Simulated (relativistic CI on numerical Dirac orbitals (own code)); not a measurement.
# Ru⁵⁺: 4d valence photoemission multiplets

Wanted: the shape of the 4d valence photoemission spectrum of Ru⁵⁺ in 4 surroundings, from the same atomic integrals.

The numbers are computed with relativistic CI on numerical Dirac orbitals (own code) version 1 (Dirac-Coulomb-Breit CI, KLI orbitals optimised for each configuration, model QED (radiative potential, 1s self-energy scaled to tabulated hydrogen-like ionisation energies), valence Slater integrals scaled by 0.8, multiplet model of photoemission in the sudden approximation), except any that are marked as measured or tabulated.

## Step 1: What is computed

| Property | Result |
| --- | --- |
| ion | Ru⁵⁺ (Ru VI) |
| nuclear charge | 44 |
| electrons | 39 |
| configurations | [Kr] 4d3 → [Kr] 4d2 |
| temperature | 300 K |
| widths | Lorentz 0.21 eV, Gauss 0.5 eV |
| surrounding 1 | free ion |
| surrounding 2 | D4h, 10Dq = 32800, Ds = -280, Dt = 290 cm⁻¹ |
| surrounding 3 | D4h, 10Dq = 49250, Ds = 2800, Dt = 920 cm⁻¹ |
| surrounding 4 | D3d, 10Dq = 24100, Dsigma = -1120, Dtau = 300 cm⁻¹ |

## Step 2: Surrounding 1: free ion

The run's settings:

```ini
atom Ru  Z=44  charge=5  electrons=39
nucleus A=102  rms_radius_fm=4.4809
hamiltonian dirac-coulomb  breit=on  qed=on  c_scale=1
orbitals kli  potential=per-configuration
slater_scale 0.8
correlation none
mixing on
configurations
  [Kr] 4d3
  [Kr] 4d2
end
photoemission 4d valence T=300 lorentz=0.21 gauss=0.5
crystal_field free
```

## Step 3: Surrounding 2: D4h, 10Dq = 32800, Ds = -280, Dt = 290

The settings differ from step 2 so:

```diff
@@ -12,2 +12,2 @@
 photoemission 4d valence T=300 lorentz=0.21 gauss=0.5
-crystal_field free
+crystal_field D4h 10Dq=32800 Ds=-280 Dt=290
```

## Step 4: Surrounding 3: D4h, 10Dq = 49250, Ds = 2800, Dt = 920

The settings differ from step 3 so:

```diff
@@ -12,2 +12,2 @@
 photoemission 4d valence T=300 lorentz=0.21 gauss=0.5
-crystal_field D4h 10Dq=32800 Ds=-280 Dt=290
+crystal_field D4h 10Dq=49250 Ds=2800 Dt=920
```

## Step 5: Surrounding 4: D3d, 10Dq = 24100, Dsigma = -1120, Dtau = 300

The settings differ from step 4 so:

```diff
@@ -12,2 +12,2 @@
 photoemission 4d valence T=300 lorentz=0.21 gauss=0.5
-crystal_field D4h 10Dq=49250 Ds=2800 Dt=920
+crystal_field D3d 10Dq=24100 Dsigma=-1120 Dtau=300
```

(Steps that only read results are left out.)

Before running it: what results should come out? Wanted: highest peak, first run; ground spin.

The runs gave:

| surrounding | ground S | centroid (eV) | spread (eV) | up to four highest peaks (% of the highest), eV |
| --- | --- | --- | --- | --- |
| 1: free | 1.48 | 75.85 | 0.71 | 75.5 (100), 77.2 (27) |
| 2: D4h | 1.50 | 77.30 | 0.65 | 77.2 (100) |
| 3: D4h | 1.50 | 77.93 | 0.67 | 78.0 (100) |
| 4: D3d | 1.50 | 77.02 | 0.63 | 76.9 (100) |

| quantity | value |
| --- | --- |
| highest peak, first run | 75.5 eV |
| ground spin (effective S from ⟨S²⟩) | 1.48 |

The position of the maximum differs by up to 2.5 eV between the surroundings, by shifts of peaks or by peaks exchanging rank. Energies are those of the free ion without screening by ligands; binding energies in solids differ by tens of eV.
